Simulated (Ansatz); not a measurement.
**BiTe: equation of state with PBEsol**

BiTe:

```
CELL_PARAMETERS angstrom
0.00000 3.23500 3.23500
3.23500 0.00000 3.23500
3.23500 3.23500 0.00000
ATOMIC_POSITIONS crystal
Bi 0.00000 0.00000 0.00000
Te 0.50000 0.50000 0.50000
```

```yaml
Program: Ansatz 0.2.0
Task: equation of state
Functional: PBEsol
Potentials_or_basis: Ansatz PAW
Cutoff: 420 eV
Density_cutoff: 1680 eV
k_mesh: 7 × 7 × 7
Occupations: fermi-dirac, width 0.05 eV
Spin: no spin polarisation
```

* Equilibrium volume: 32.81 Å³/atom
* Bulk modulus: 53 GPa
* Pressure derivative of the bulk modulus: 4.4

Energy against volume, from the lowest point:
```csv
volume (Å³/atom),energy (meV/atom)
31.824,4.71
32.501,0.00
33.178,0.17
33.855,4.68
34.532,13.10
35.209,25.01
35.886,40.04
```

All runs of the series together: 14 s on 2 threads of Arm Neoverse N1, with other jobs on the host.
